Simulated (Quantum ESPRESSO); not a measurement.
# HfBe3Sn2Te (Amm2) in Quantum ESPRESSO: reference runs

Reference runs on HfBe3Sn2Te: the cell as given.

All numbers are computed with Quantum ESPRESSO 7.5; they aren't measurements. Logs are shortened: lines on timing, memory, paths and dates and some standing lists are left out, and cuts for length are marked.

### Step 1. Starting point

Symmetry: Amm2, No. 38, orthorhombic system. Conventional cell: a = 3.698 Å, b = 8.885 Å, c = 8.925 Å, α = 90.00°, β = 90.00°, γ = 90.00°. Hf (site symmetry mm2) has 1 Te at 1.98 Å as nearest neighbours. Be (site symmetry mm2) has 1 Te at 2.08 Å as nearest neighbours. Be (site symmetry m) has 1 Te at 2.08 Å as nearest neighbours. Around Sn (site symmetry m) lie 2 Hf at 2.86 Å and 6 Be at 2.89 to 2.93 Å. Te (site symmetry mm2) is surrounded by 1 Hf at 1.98 Å and 3 Be at 2.08 Å.

The cell was built by a generator and needn't be a form met in nature.

### Step 2. Single point, PBE

pw.in

```
&CONTROL
  calculation = 'scf'
  prefix = 'pwscf'
  outdir = './tmp'
  pseudo_dir = './pseudo'
  tprnfor = .true.
  tstress = .true.
  disk_io = 'nowf'
/
&SYSTEM
  ibrav = 0
  nat = 7
  ntyp = 4
  ecutwfc = 60
  ecutrho = 480
  nbnd = 39
  occupations = 'smearing'
  smearing = 'fd'
  degauss = 0.00367493
/
&ELECTRONS
  conv_thr = 1.4d-09
  electron_maxstep = 120
  mixing_beta = 0.5
/
ATOMIC_SPECIES
Hf   178.4900 Hf-sp.oncvpsp.upf
Be     9.0122 be_pbe_v1.4.uspp.F.UPF
Sn   118.7100 Sn_pbe_v1.uspp.F.UPF
Te   127.6000 Te_pbe_v1.uspp.F.UPF
CELL_PARAMETERS angstrom
   3.6980448600    0.0000000000    0.0000000000
   0.0000000000    4.4422517600    4.4627238200
   0.0000000000   -4.4422517600    4.4627238200
ATOMIC_POSITIONS crystal
Hf     0.0000000000    0.7754920100    0.7754920100
Be     0.0000000000    0.2303340000    0.2303340000
Be     0.0000000000    0.2328629900    0.7638769700
Be     0.0000000000    0.7638769700    0.2328629900
Sn     0.5000000000    0.5053049900    0.9945020100
Sn     0.5000000000    0.9945020100    0.5053049900
Te     0.0000000000    0.9976270200    0.9976270200
K_POINTS automatic
7 4 4 0 0 0
```

Potentials or basis: SSSP 1.3 efficiency PBE.

The run is started by

```bash
$ OMP_NUM_THREADS=1 pw.x -in pw.in > pw.out
```

pw.out:

```text
This program is part of the open-source Quantum ESPRESSO suite
     for quantum simulation of materials; please cite
         "P. Giannozzi et al., J. Phys.:Condens. Matter 21 395502 (2009);
         "P. Giannozzi et al., J. Phys.:Condens. Matter 29 465901 (2017);
         "P. Giannozzi et al., J. Chem. Phys. 152 154105 (2020);
     in publications or presentations arising from this work. More details at

     Message from routine setup:
     using ibrav=0 with symmetry is DISCOURAGED, use correct ibrav instead

     G-vector sticks info
     --------------------
     sticks:   dense  smooth     PW     G-vecs:    dense   smooth      PW
     Sum        3179    1593    457               175673    62071    9483

     Using Slab Decomposition

     bravais-lattice index     =            0
     lattice parameter (alat)  =       6.9883  a.u.
     unit-cell volume          =     989.4685 (a.u.)^3
     number of atoms/cell      =            7
     number of atomic types    =            4
     number of electrons       =        58.00
     number of Kohn-Sham states=           39
     kinetic-energy cutoff     =      60.0000  Ry
     charge density cutoff     =     480.0000  Ry
     scf convergence threshold =      1.4E-09
     mixing beta               =       0.5000
     number of iterations used =            8  plain     mixing
     Exchange-correlation= SLA  PW   PBE  PBE
                           (   1   4   3   4   0   0   0)

     celldm(1)=   6.988292  celldm(2)=   0.000000  celldm(3)=   0.000000
     celldm(4)=   0.000000  celldm(5)=   0.000000  celldm(6)=   0.000000

     crystal axes: (cart. coord. in units of alat)
               a(1) = (   1.000000   0.000000   0.000000 )
               a(2) = (   0.000000   1.201243   1.206779 )
               a(3) = (   0.000000  -1.201243   1.206779 )

     reciprocal axes: (cart. coord. in units 2 pi/alat)
               b(1) = (  1.000000  0.000000 -0.000000 )
               b(2) = ( -0.000000  0.416235  0.414326 )
               b(3) = (  0.000000 -0.416235  0.414326 )

     PseudoPot. # 1 for Hf read from file:
     Hf-sp.oncvpsp.upf
     Pseudo is Norm-conserving + core correction, Zval = 12.0
     Generated using ONCVPSP code by D. R. Hamann
     Using radial grid of 1656 points,  8 beta functions with:
                l(1) =   0
                l(2) =   0
                l(3) =   1
                l(4) =   1
                l(5) =   2
                l(6) =   2
                l(7) =   3
                l(8) =   3

     PseudoPot. # 2 for Be read from file:
     be_pbe_v1.4.uspp.F.UPF
     Pseudo is Ultrasoft, Zval =  4.0
     Generated by new atomic code, or converted to UPF format
     Using radial grid of  769 points,  6 beta functions with:
                l(1) =   0
                l(2) =   0
                l(3) =   0
                l(4) =   1
                l(5) =   1
                l(6) =   2
     Q(r) pseudized with 10 coefficients,  rinner =    1.000   1.000   1.000
                                                       1.000   1.000

     PseudoPot. # 3 for Sn read from file:
     Sn_pbe_v1.uspp.F.UPF
     Pseudo is Ultrasoft + core correction, Zval = 14.0
     Generated by new atomic code, or converted to UPF format
     Using radial grid of  891 points,  6 beta functions with:
                l(1) =   0
                l(2) =   0
                l(3) =   1
                l(4) =   1
                l(5) =   2
                l(6) =   2
     Q(r) pseudized with  6 coefficients,  rinner =    1.200   1.200   1.200
                                                       1.200   1.200

     PseudoPot. # 4 for Te read from file:
     Te_pbe_v1.uspp.F.UPF
     Pseudo is Ultrasoft + core correction, Zval =  6.0
     Generated by new atomic code, or converted to UPF format
     Using radial grid of  891 points,  5 beta functions with:
                l(1) =   0
                l(2) =   0
                l(3) =   1
                l(4) =   1
                l(5) =   2
     Q(r) pseudized with  6 coefficients,  rinner =    1.800   1.800   1.800
                                                       1.800   1.800

     atomic species   valence    mass     pseudopotential
     Hf               12.00   178.49000     Hf( 1.00)
     Be                4.00     9.01220     Be( 1.00)
     Sn               14.00   118.71000     Sn( 1.00)
     Te                6.00   127.60000     Te( 1.00)

      4 Sym. Ops. (no inversion) found

   Cartesian axes

     site n.     atom                  positions (alat units)
         1        Hf     tau(   1) = (   0.0000000  -0.0000000   1.8716953  )
         2        Be     tau(   2) = (   0.0000000   0.0000000   0.5559246  )
         3        Be     tau(   3) = (   0.0000000  -0.6378770   1.2028451  )
         4        Be     tau(   4) = (   0.0000000   0.6378770   1.2028451  )
         5        Sn     tau(   5) = (   0.5000000  -0.5876447   1.8099360  )
         6        Sn     tau(   6) = (   0.5000000   0.5876447   1.8099360  )
         7        Te     tau(   7) = (   0.0000000   0.0000000   2.4078312  )

     number of k points=    28  Fermi-Dirac smearing, width (Ry)=  0.0037
                       cart. coord. in units 2pi/alat
        k(    1) = (   0.0000000   0.0000000   0.0000000), wk =   0.0178571
        k(    2) = (   0.0000000  -0.1040588   0.1035815), wk =   0.0714286
        k(    3) = (   0.0000000   0.2081177  -0.2071630), wk =   0.0357143
        k(    4) = (   0.0000000   0.0000000   0.2071630), wk =   0.0357143
        k(    5) = (   0.0000000   0.3121765  -0.1035815), wk =   0.0714286
        k(    6) = (   0.0000000   0.2081177   0.0000000), wk =   0.0357143
[... 20 lines left out ...]
        k(   27) = (   0.4285714   0.2081177   0.0000000), wk =   0.0714286
        k(   28) = (   0.4285714   0.0000000  -0.4143260), wk =   0.0357143

     Dense  grid:   175673 G-vectors     FFT dimensions: (  50,  90,  90)

     Smooth grid:    62071 G-vectors     FFT dimensions: (  36,  60,  60)

     Initial potential from superposition of free atoms

     starting charge      55.9974, renormalised to      58.0000
     Starting wfcs are   47 randomized atomic wfcs

     Self-consistent Calculation

     iteration #  1     ecut=    60.00 Ry     beta= 0.50
     Davidson diagonalization with overlap
     ethr =  1.00E-02,  avg # of iterations =  3.4

     total energy              =    -549.38135397 Ry
     estimated scf accuracy    <       0.80665092 Ry

     iteration #  2     ecut=    60.00 Ry     beta= 0.50
     Davidson diagonalization with overlap
     ethr =  1.39E-03,  avg # of iterations =  2.0
[... 64 lines left out ...]
     total energy              =    -549.58356989 Ry
     estimated scf accuracy    <          1.9E-09 Ry

     iteration # 12     ecut=    60.00 Ry     beta= 0.50
     Davidson diagonalization with overlap
     ethr =  3.34E-12,  avg # of iterations =  2.2

     End of self-consistent calculation

          k = 0.0000 0.0000 0.0000 (  7745 PWs)   bands (ev):

   -93.0143 -92.7385 -92.7384 -53.2142 -23.0905 -21.8410 -21.7495 -12.2610
   -12.2469 -12.2378 -12.2263 -12.2078 -12.2031 -12.1963 -12.1912 -12.1900
   -12.1811  -5.1946   0.4517   0.8737   1.1773   2.4040   5.6081   6.0065
     6.3906   7.3283   7.8977   8.7742   8.9866   9.6614   9.7173  10.2579
    10.8436  11.6487  12.4902  12.5574  13.1126  13.2284  13.5545

          k = 0.0000-0.1041 0.1036 (  7776 PWs)   bands (ev):

   -93.0143 -92.7385 -92.7384 -53.2142 -23.0905 -21.8410 -21.7495 -12.2595
   -12.2484 -12.2377 -12.2269 -12.2077 -12.2012 -12.1959 -12.1915 -12.1897
   -12.1829  -5.1677  -0.0416   0.8225   1.4426   3.1396   5.6263   5.8141
     6.0095   6.7256   8.1278   8.7446   8.8339  10.0435  10.2229  10.3934
    11.0127  11.5254  12.4335  12.4340  13.0144  13.2667  13.6748

          k = 0.0000 0.2081-0.2072 (  7770 PWs)   bands (ev):

   -93.0143 -92.7385 -92.7384 -53.2142 -23.0905 -21.8410 -21.7495 -12.2574
   -12.2504 -12.2376 -12.2275 -12.2076 -12.1983 -12.1956 -12.1937 -12.1875
   -12.1858  -5.1399  -0.3601   0.8275   1.5476   4.0625   5.5591   5.6450
     5.7663   6.0047   8.0357   8.5851   9.0045  10.1802  10.3443  11.0664
    11.1930  11.5590  12.3999  12.8360  13.1001  13.2082  13.6478
[... 35 lines left out ...]
   -93.0143 -92.7385 -92.7384 -53.2138 -23.0885 -21.8393 -21.7680 -12.2527
   -12.2431 -12.2355 -12.2322 -12.2097 -12.2045 -12.1975 -12.1894 -12.1878
   -12.1773  -5.0837   0.6057   1.0188   1.3361   2.5813   4.8204   6.1929
     6.4688   7.4939   7.5777   7.9936   8.6556   9.3513   9.8379  10.3078
    10.9527  11.3287  11.3371  12.6183  12.6480  13.3109  14.1567

          k = 0.1429-0.1041 0.1036 (  7766 PWs)   bands (ev):

   -93.0143 -92.7385 -92.7384 -53.2138 -23.0885 -21.8393 -21.7680 -12.2511
   -12.2438 -12.2362 -12.2326 -12.2099 -12.2039 -12.1963 -12.1905 -12.1865
   -12.1789  -5.0582   0.1500   0.9677   1.5888   3.2252   4.8287   6.0312
     6.1542   6.8314   7.6062   8.1820   8.9350   9.1857  10.0830  10.6342
    11.1144  11.2605  11.6615  12.3571  13.1148  13.3722  13.9046

          k = 0.1429 0.2081-0.2072 (  7780 PWs)   bands (ev):

   -93.0143 -92.7385 -92.7384 -53.2138 -23.0885 -21.8393 -21.7680 -12.2486
   -12.2455 -12.2367 -12.2332 -12.2100 -12.2033 -12.1939 -12.1928 -12.1840
   -12.1817  -5.0319  -0.1526   0.9713   1.6918   4.0174   4.7059   5.8239
     6.0237   6.3533   7.5277   8.1009   8.6004   9.8557  10.0838  10.7250
    11.2068  11.7507  11.8723  12.5275  13.0893  13.2377  13.9025
[... 35 lines left out ...]
   -93.0143 -92.7385 -92.7384 -53.2128 -23.0840 -21.8354 -21.8095 -12.2479
   -12.2460 -12.2354 -12.2267 -12.2161 -12.2096 -12.1948 -12.1890 -12.1726
   -12.1647  -4.8083   0.9387   1.3895   1.7920   3.0354   3.7519   6.1779
     6.3544   6.5298   6.6140   8.1586   8.3277   8.8023   9.6581  10.0086
    10.5968  10.6479  11.5551  11.8377  12.8369  13.7825  13.8102

          k = 0.2857-0.1041 0.1036 (  7755 PWs)   bands (ev):

   -93.0143 -92.7385 -92.7384 -53.2128 -23.0840 -21.8354 -21.8095 -12.2482
   -12.2457 -12.2342 -12.2277 -12.2159 -12.2103 -12.1938 -12.1898 -12.1714
   -12.1658  -4.7868   0.6692   1.3089   1.9599   3.2428   3.8962   5.9643
     6.2028   6.6301   7.0077   7.3995   8.1232   9.1159   9.6663  10.4240
    10.7784  11.0612  11.6650  12.1581  12.3235  13.0341  13.9641

          k = 0.2857 0.2081-0.2072 (  7772 PWs)   bands (ev):

   -93.0143 -92.7385 -92.7384 -53.2128 -23.0840 -21.8354 -21.8095 -12.2482
   -12.2456 -12.2309 -12.2308 -12.2156 -12.2110 -12.1918 -12.1916 -12.1691
   -12.1681  -4.7648   0.4420   1.2991   2.0477   3.5605   3.7700   6.1324
     6.3842   6.5310   7.0281   7.2142   7.4481   9.6968   9.8718  10.3246
    10.6524  10.9863  11.6497  12.4250  13.2216  13.3725  13.6701
[... 35 lines left out ...]
   -93.0143 -92.7385 -92.7384 -53.2120 -23.0803 -21.8424 -21.8324 -12.2587
   -12.2513 -12.2275 -12.2251 -12.2204 -12.2098 -12.1935 -12.1890 -12.1555
   -12.1498  -4.5521   1.0491   1.7612   2.3566   3.4758   3.7269   4.7982
     5.1895   5.9919   6.7018   8.2384   8.7136   8.7764   9.2107   9.9467
    10.5016  10.5135  11.4626  11.9910  12.6677  12.9451  13.3629

          k = 0.4286-0.1041 0.1036 (  7771 PWs)   bands (ev):

   -93.0143 -92.7385 -92.7384 -53.2120 -23.0803 -21.8424 -21.8324 -12.2591
   -12.2508 -12.2271 -12.2254 -12.2205 -12.2105 -12.1928 -12.1896 -12.1546
   -12.1506  -4.5351   1.1378   1.6089   2.2926   3.2081   3.6784   4.8330
     5.5605   6.3613   6.9217   8.0410   8.2897   8.6039   9.2658   9.6887
    10.7312  10.8339  12.0101  12.2096  12.4968  12.9025  13.1939

          k = 0.4286 0.2081-0.2072 (  7748 PWs)   bands (ev):

   -93.0143 -92.7385 -92.7384 -53.2120 -23.0803 -21.8424 -21.8324 -12.2593
   -12.2503 -12.2262 -12.2261 -12.2204 -12.2112 -12.1915 -12.1907 -12.1528
   -12.1524  -4.5179   1.2729   1.4230   2.2183   3.1783   3.4094   4.8836
     6.1782   6.3901   7.3437   7.6267   8.0721   8.7470   9.0593   9.6993
    10.5938  10.9723  11.6445  12.4533  12.6542  13.1513  13.9987
[... 27 lines left out ...]
   -93.0143 -92.7385 -92.7384 -53.2120 -23.0803 -21.8424 -21.8324 -12.2625
   -12.2478 -12.2298 -12.2277 -12.2164 -12.2099 -12.1913 -12.1906 -12.1552
   -12.1500  -4.4852   1.1686   1.8575   2.1335   2.3082   3.2182   5.7992
     5.9057   6.1853   7.6000   8.1158   8.3986   8.5895   9.4168  10.5412
    10.7078  11.0478  11.5400  11.8331  12.6112  12.9082  13.0203

     the Fermi energy is     8.7669 ev

!    total energy              =    -549.58356989 Ry
     estimated scf accuracy    <          4.4E-11 Ry
     smearing contrib. (-TS)   =      -0.00208750 Ry
     internal energy E=F+TS    =    -549.58148240 Ry

     The total energy is F=E-TS. E is the sum of the following terms:
     one-electron contribution =    -259.14814365 Ry
     hartree contribution      =     143.51755241 Ry
     xc contribution           =    -153.78307738 Ry
     ewald contribution        =    -280.16781377 Ry

     convergence has been achieved in  12 iterations

     Forces acting on atoms (cartesian axes, Ry/au):

     atom    1 type  1   force =     0.00000000    0.00000000   -1.16709674
     atom    2 type  2   force =     0.00000000    0.00000000    0.14496431
     atom    3 type  2   force =     0.00000000    0.15034118   -0.00342264
     atom    4 type  2   force =     0.00000000   -0.15034118   -0.00342264
     atom    5 type  3   force =     0.00000000   -0.05199532   -0.01422129
     atom    6 type  3   force =     0.00000000    0.05199532   -0.01422129
     atom    7 type  4   force =     0.00000000   -0.00000000    1.05742030

     Total force =     1.597594     Total SCF correction =     0.000012

     Computing stress (Cartesian axis) and pressure

          total   stress  (Ry/bohr**3)                   (kbar)     P=      274.53
   0.00000016   0.00000000   0.00000000            0.02        0.00        0.00
   0.00000000   0.00114076   0.00000000            0.00      167.81        0.00
   0.00000000   0.00000000   0.00445772            0.00        0.00      655.75

=------------------------------------------------------------------------------=
   JOB DONE.
=------------------------------------------------------------------------------=
```

Wall time 2.9 min (1 thread of Intel Xeon Platinum 8488C (Sapphire Rapids), shared host); peak memory 0.84 GiB.

What came out:

```yaml
Free_energy: -7477.4654 eV
Pressure: 27.5 GPa
Largest_force: 30.007 eV/Å
Band_gap_on_the_k_mesh: none (metal or under the smearing width)
```

Forces in eV/Å, atoms in the order of the input:
```
Hf    0.000   0.000 -30.007
Be    0.000   0.000   3.727
Be    0.000   3.865  -0.088
Be    0.000  -3.865  -0.088
Sn    0.000  -1.337  -0.366
Sn    0.000   1.337  -0.366
Te    0.000   0.000  27.187
```

Stress tensor (GPa, compression positive):
```
 0.00  0.00  0.00
 0.00 16.78  0.00
 0.00  0.00 65.58
```

Caveat: so large a pressure means that the cell lies far from this level's equilibrium, or that cutoff or potentials fall short; forces of over 1 eV/Å show positions far from the minimum, so gaps and moduli don't describe the material at rest. The run has no spin-orbit coupling, so splittings on Hf, Te are missing.
